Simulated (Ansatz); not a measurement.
# HfSi (quintet): from Hartree-Fock to the top rungs, def2-TZVPP

An exercise on one series of results from a longer session: the logs are not shown, and one member is left open.

Computed with Ansatz 0.2.0, Gaussian basis. Level: def2-TZVPP, core rule «outside noble gas», up to 9 orbitals frozen.

To be run: UHF; ROHF; CCSD(T) on UHF.

2 further runs of the same task are left out: 2 set aside as unsound or not needed.

### The geometry

The geometry is a PBE0/def2-TZVP stationary point (not a proven minimum) of the parent state, kept for this charge and spin. No spin-orbit coupling is included. Elements past krypton take def2 core potentials.

2 atoms, charge 0, spin multiplicity 5.

Atoms are counted from 1 here; the program's logs count them from 0.

Bond lengths: Hf1–Si2 2.399 Å.

The first run:

The input, in.yaml:

```yaml
crystal:
  periodic: [false, false, false]
  atoms:
    - {symbol: Hf, position_ang: [0.000000, 0.000000, 0.000000]}
    - {symbol: Si, position_ang: [0.000000, 0.000000, 2.398800]}
basis:
  gaussian: {orbitals: def2-TZVPP}
magnetization: {spin_polarized: true, initial_magnetization: 4}
hamiltonian: {xc: hf}
output: {orbitals: {seedname: orbitals}}
```

Launch:

```sh
ansatz run in.yaml --threads 1 --pin off --events-out ev --progress --plain --max-ram 4096MiB --backend cpu
```

Steps of the session up to this table: UHF; ROHF; CCSD(T) on UHF.

One of the session's tables, all rows but one given; the rest of the session is left out.

It belongs to the step «Misses and costs». 

| method | from UCCSD(T) (kcal/mol) |
| --- | --- |
| ROHF | +117.62 |
| UHF | +106.28 |
| UMP2 | ? |
| UCCSD | +7.13 |
| UCCSD(T) | 0 |

Q: Estimate the row for UMP2 from the others.

**Answer.** from UCCSD(T) (kcal/mol): +26.79. In the column «from UCCSD(T) (kcal/mol)» it lies between UCCSD (+7.13) and UHF (+106.28).
